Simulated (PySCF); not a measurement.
# C4H6Si (silole): the cost of one run

Programs: PySCF 2.14.0, with density-fitted response routines of our own. Each step states its level of theory. These are calculated values for one molecule in the gas phase, unless marked as measured. Atoms count from 0, in the outputs and in this text.

## Step 1: The starting structure

11 atoms, charge 0, multiplicity 1; geometry from: GFN2-xTB. The atoms were then displaced at random by about 0.01 Å, so the start is not that level's minimum.

Bonds of the start (Å): C0–C1 1.32, C1–Si2 1.87, Si2–C3 1.84, C3–C4 1.37, C4–C0 1.44, C0–H5 1.12, C1–H6 1.08, Si2–H7 1.48, Si2–H8 1.46, C3–H9 1.09, C4–H10 1.08.

## Step 2: Relaxing the molecule at PBE0-D3(BJ)/def2-SVP

The job: settings as JSON, then the geometry in Å.

```
{"job": {"xc": "PBE0", "basis": "def2-SVP", "d3": "d3bj", "grid": 1, "shake": 0.01, "kind": "geom"}, "charge": 0, "multiplicity": 1}
C     -1.006110     0.760640    -0.363570
C      0.208300     1.272910    -0.268630
Si     1.371140    -0.100580     0.255450
C     -0.040550    -1.284640     0.284870
C     -1.188070    -0.635760    -0.071880
H     -1.895140     1.373940    -0.657990
H      0.451880     2.308260    -0.470360
H      2.000770     0.126700     1.578730
H      2.392570    -0.425230    -0.729480
H     -0.081850    -2.338090     0.544520
H     -2.174820    -1.083970    -0.117330
```

Run with:

```sh
OMP_NUM_THREADS=1 python probes_run.py task.json out
```

This one command runs all jobs of the session in turn.

**Question.** How long does this first job take on 1 thread of Arm Neoverse V2, shared host, and how much memory does it need?

About 33 s, with a peak of 0.44 GiB.
